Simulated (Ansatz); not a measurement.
# CdTe: the cost of one run

All numbers are computed with Ansatz 0.2.0, driven from Python. Level of theory: DFT r2SCAN, plane waves, norm-conserving potentials.

The COD entry's cell or inner coordinates are ideal or old and differ from later refinements, so a difference from it is no clean test against experiment.

### 1 Starting point

The structure is cubic, space group F-43m (No. 216). Conventional cell: a = 6.410 Å, b = 6.410 Å, c = 6.410 Å, α = 90.00°, β = 90.00°, γ = 90.00°. Around Cd (site symmetry -43m) lie 4 Te at 2.78 Å. Te (site symmetry -43m) has 4 Cd at 2.78 Å as nearest neighbours.

No structure file is read: the coordinates are typed or built in the script.

### 2 Script

run_eos.py

```python
import warnings

import ansatz as az
from ase.eos import EquationOfState
from ase.units import GPa
import numpy as np

vectors0 = np.array([
    [0.0, 3.205, 3.205],
    [3.205, 0.0, 3.205],
    [3.205, 3.205, 0.0],
])
sites = [
    ("Cd", (0.0, 0.0, 0.0)),
    ("Te", (0.25, 0.25, 0.25)),
]


def make_crystal(cell):
    crystal = az.Crystal(lattice=az.Lattice.of(cell))
    for symbol, position in sites:
        crystal = crystal.atom(symbol, position)
    return crystal


def main() -> None:
    warnings.simplefilter("ignore", az.DeckWarning)

    volumes, energies, pressures = [], [], []
    for scale in np.linspace(0.9, 1.1, 9):
        cell = vectors0 * scale ** (1 / 3)
        calculation = (
            make_crystal(cell).calculation()
            .functional("r2scan")
            .occupations("fixed")
            .pseudopotentials("nc")
            .mixing("anderson", beta=0.7)
            .kpoints(5, 5, 5)
            .stress()
        )
        summary = calculation.run().report
        volumes.append(abs(np.linalg.det(cell)) / len(sites))
        energies.append(summary["free_energy_ev"] / len(sites))
        pressures.append(np.trace(summary["stress_gpa"]) / 3)
        print(f"V = {volumes[-1]:8.4f} A^3/atom  F = {energies[-1]:.5f} eV/atom  P = {pressures[-1]:8.3f} GPa")

    eos = EquationOfState(volumes, energies, eos="sj")
    v0, e0, bulk = eos.fit()
    print(f"V0 = {v0:.4f} A^3/atom, E0 = {e0:.5f} eV/atom, B = {bulk / GPa:.1f} GPa")


if __name__ == "__main__":
    main()
```

### 3 The run

Command:

```bash
$ python run_eos.py
```

Q: Estimate wall time and peak memory on 1 thread of Arm Neoverse V2, shared host.

About 2.4 min, with a peak of 1.3 GiB.
